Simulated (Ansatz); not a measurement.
# CH3FMgO: how energies converge with the basis set

An exercise on one series of results from a longer session: the logs are not shown, and one member is left open.

The runs use Ansatz 0.2.0, Gaussian basis; one geometry, several basis sets.

Levels to be run: PBE0-D4/def2-SVP; ωB97M-V/def2-SVP; PBE0-D4/def2-QZVPP; ωB97M-V/def2-QZVPP; the functionals' def2-TZVPP values are taken from earlier runs.

## The relaxed structure

An earlier PBE0-D4 in a triple-zeta def2 set relaxation fixed the geometry.

SMILES `C[O][Mg][F]`, 7 atoms, charge 0, spin multiplicity 1.

Atoms are counted from 1 here; the program's logs count them from 0.

Bond lengths: C1–O2 1.378 Å, C1–H5 1.099 Å, C1–H6 1.099 Å, C1–H7 1.099 Å, O2–Mg3 1.751 Å, Mg3–F4 1.751 Å. Angles: O2–C1–H5 111.7°, O2–C1–H6 111.7°, O2–C1–H7 111.7°, H5–C1–H6 107.2°, H5–C1–H7 107.2°, H6–C1–H7 107.2°, C1–O2–Mg3 179.9°, O2–Mg3–F4 180.0°.

Set-up of the first run:

Contents of in.yaml:

```yaml
crystal:
  periodic: [false, false, false]
  atoms:
    - {symbol: C, position_ang: [0.037081, 1.151311, 0.107996]}
    - {symbol: O, position_ang: [0.003516, -0.219464, -0.025420]}
    - {symbol: Mg, position_ang: [-0.038891, -1.961433, -0.198519]}
    - {symbol: F, position_ang: [-0.081299, -3.702951, -0.371692]}
    - {symbol: H, position_ang: [-0.803377, 1.630312, -0.413618]}
    - {symbol: H, position_ang: [-0.017514, 1.457654, 1.162054]}
    - {symbol: H, position_ang: [0.961782, 1.576672, -0.306602]}
basis:
  gaussian: {orbitals: def2-SVP}
hamiltonian: {xc: pbe0, dispersion: d4}
output: {orbitals: {seedname: orbitals}}
```

Run with:

```console
$ ansatz run in.yaml --threads 2 --pin off --events-out ev --progress --plain --max-ram 32768MiB --backend cpu
```

Among the steps run: PBE0-D4 in def2-SVP; ωB97M-V in def2-SVP; PBE0-D4 in def2-QZVPP; ωB97M-V in def2-QZVPP.

One table of the session follows, with a row left open; its other results are not shown here.

It belongs to the step «Functionals by basis». 

| functional | basis | HOMO (eV) | LUMO (eV) |
| --- | --- | --- | --- |
| PBE0-D4 | def2-SVP | -7.34 | -1.33 |
| PBE0-D4 | def2-TZVPP | -7.40 | -1.39 |
| PBE0-D4 | def2-QZVPP | ? | ? |
| ωB97M-V | def2-SVP | -9.78 | -0.03 |
| ωB97M-V | def2-TZVPP | -9.84 | -0.13 |
| ωB97M-V | def2-QZVPP | -9.83 | -0.26 |

**Question.** Estimate the row for PBE0-D4, def2-QZVPP.

As computed: HOMO (eV): -7.39; LUMO (eV): -1.38. In the column «HOMO (eV)» it lies between PBE0-D4, def2-TZVPP (-7.40) and PBE0-D4, def2-SVP (-7.34).
